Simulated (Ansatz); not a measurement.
**TiC (septet): inputs that go wrong**

3 inputs are run for TiC (septet) as typed; the log has to tell whether the result can be used and what must change.

The runs use Ansatz 0.2.0, Gaussian basis; the settings change from run to run.

27 further runs of the same task are left out: 12 for a known fault of the program, 7 that didn't finish, 8 set aside as unsound or not needed.

## Step 1: The system

The geometry is a PBE0/def2-TZVP stationary point (not a proven minimum) of the parent state, kept for this charge and spin.

2 atoms, charge 0, spin multiplicity 7.

Atoms are counted from 1 here; the program's logs count them from 0.

Bond lengths: Ti1–C2 1.805 Å.

## Step 2: Attempt 1

in.yaml reads:

```yaml
crystal:
  periodic: [false, false, false]
  atoms:
    - {symbol: Ti, position_ang: [0.000000, 0.000000, 0.000000]}
    - {symbol: C, position_ang: [0.000000, 0.000000, 1.805200]}
basis:
  gaussian: {orbitals: def2-SVP}
magnetization: {spin_polarized: false, initial_magnetization: 6}
correlation: {method: fic_mrcisd_q, electrons: outside_noble_gas}
```

Started as:

```sh
ansatz run in.yaml --threads 1 --pin off --events-out ev --progress --plain --max-ram 2393MiB
```

Log:

```text
Error: this correlation method needs an active space: name one as the reference
```

Run time: 0.03 s. Hardware: 1 thread of Arm Neoverse V2, shared host.

Diagnosis: The run was refused. This method needs an active space and has none. Cure: add an active_space block.

## Step 3: Attempt 2

in.yaml reads:

```yaml
crystal:
  periodic: [false, false, false]
  atoms:
    - {symbol: Ti, position_ang: [0.300000, 0.050000, 1.855200]}
    - {symbol: C, position_ang: [0.000000, 0.000000, 1.805200]}
basis:
  gaussian: {orbitals: def2-mTZVP}
magnetization: {spin_polarized: true, initial_magnetization: 6}
correlation: {method: mp2, electrons: outside_noble_gas}
accuracy: high
scf: {lower_state_search: light}
```

The command is unchanged.

Log, shortened:

```text
Functional definition: HF
  name "HF"
  cite "Fock, Z. Phys. 61, 126 (1930) doi:10.1007/BF01340294"
  parent pbe
[...]
843 factors; integrals over basis functions are off by at most 3.6e-9 eV
[...]
mean field -22878.48193512 eV, -840.7687035235 hartree, gradient 1.7e-8 eV, S^2 12.003810; 10 other end points of the search recorded, 0 dependent functions left out
10 core orbitals not correlated: weight in the atoms' cores, before any rotation towards them, 0.634 or more for the frozen orbitals, at most 0.350 for the correlated occupied ones
reference -22878.48193512 eV, -840.7687035235 hartree; 7, 1 occupied and 35, 41 virtual orbitals, 843 factors
second order -1.19400451 eV of doubles, -0.00000000 eV of singles
Total energy: -22879.67593963 eV, -840.8125823799 hartree
```

Wall time 2.4 s (1 thread of Arm Neoverse V2, shared host).

Diagnosis: The run converged, which proves nothing about the input. One atom lies on top of another. The shortest distance is 0.31 Å, against 1.81 Å in the geometry of step 1. Its energy belongs to another geometry. Fix: restore its position.

## Step 4: Attempt 3

in.yaml reads:

```yaml
crystal:
  periodic: [false, false, false]
  atoms:
    - {symbol: Ti, position_ang: [0.000000, 0.000000, 0.000000]}
    - {symbol: C, position_ang: [0.000000, 0.000000, 1.805200]}
basis:
  gaussian: {orbitals: 6-31G, fitting: {mean_field: def2-universal-jkfit}}
magnetization: {spin_polarized: false, initial_magnetization: 6}
correlation: {active_space: {ras: {orbitals: [5, 6, 21], electrons: 17, max_holes: 2, max_particles: 2}, fixed_orbitals: true}}
accuracy: high
```

Launched as before.

Log:

```text
Functional definition: HF
  name "HF"
  cite "Fock, Z. Phys. 61, 126 (1930) doi:10.1007/BF01340294"
  parent pbe
  exchange = exact_x
  correlation = 0
339 factors; integrals over basis functions are off by at most 2.7e-3 eV
mean field evaluation 1: about -24100.2472 eV, gradient 2.5e1 eV
mean field evaluation 2: about -24076.3212 eV, gradient 8.2e1 eV
mean field evaluation 4: about -24108.6085 eV, gradient 5.7e0 eV
mean field evaluation 8: about -24109.0377 eV, gradient 3.5e-1 eV
mean field evaluation 16: about -24109.0655 eV, gradient 3.6e-1 eV
mean field evaluation 32: about -24109.0425 eV, gradient 2.3e-1 eV
mean field evaluation 64: about -24109.4964 eV, gradient 6.7e0 eV
mean field evaluation 96: about -24109.0431 eV, gradient 1.9e-8 eV
mean field evaluation 128: about -24109.7204 eV, gradient 4.4e-1 eV
mean field evaluation 160: about -24108.7609 eV, gradient 6.0e0 eV
mean field evaluation 192: about -24109.4325 eV, gradient 3.6e0 eV
mean field evaluation 224: about -24109.7663 eV, gradient 1.8e0 eV
mean field evaluation 256: about -24109.0431 eV, gradient 3.2e-6 eV
mean field -24110.01266485 eV, -886.0266230799 hartree, gradient 1.3e-8 eV, S^2 12.000000; 25 other end points of the search recorded, 0 dependent functions left out
reference -24110.01266485 eV, -886.0266230799 hartree; 17, 11 occupied and 21, 27 virtual orbitals, 339 factors
Error: 17 electrons in 32 orbitals form no window around the highest filled level of the reference
```

It took 3.2 s on 1 thread of Arm Neoverse V2, shared host.

What is wrong: The run stopped with an error. The electron count of the restricted space is wrong. To mend it, count the correlated electrons again.

## Step 5: How the runs ended

| attempt | level | ended | cause | time |
| --- | --- | --- | --- | --- |
| 1 | 'fic_mrcisd_q'/def2-SVP | refused | this method needs an active space and has none | 0.03 s |
| 2 | MP2 on UHF/def2-mTZVP | converged | one atom lies on top of another | 2.4 s |
| 3 | CISD/6-31G | stopped by an error | the electron count of the restricted space is wrong | 3.2 s |

1 refused, 1 converged, 1 stopped by an error. The input that converges on a wrong geometry or spin is the dangerous one: no error points at it, so geometry and ⟨S²⟩ have to be checked.
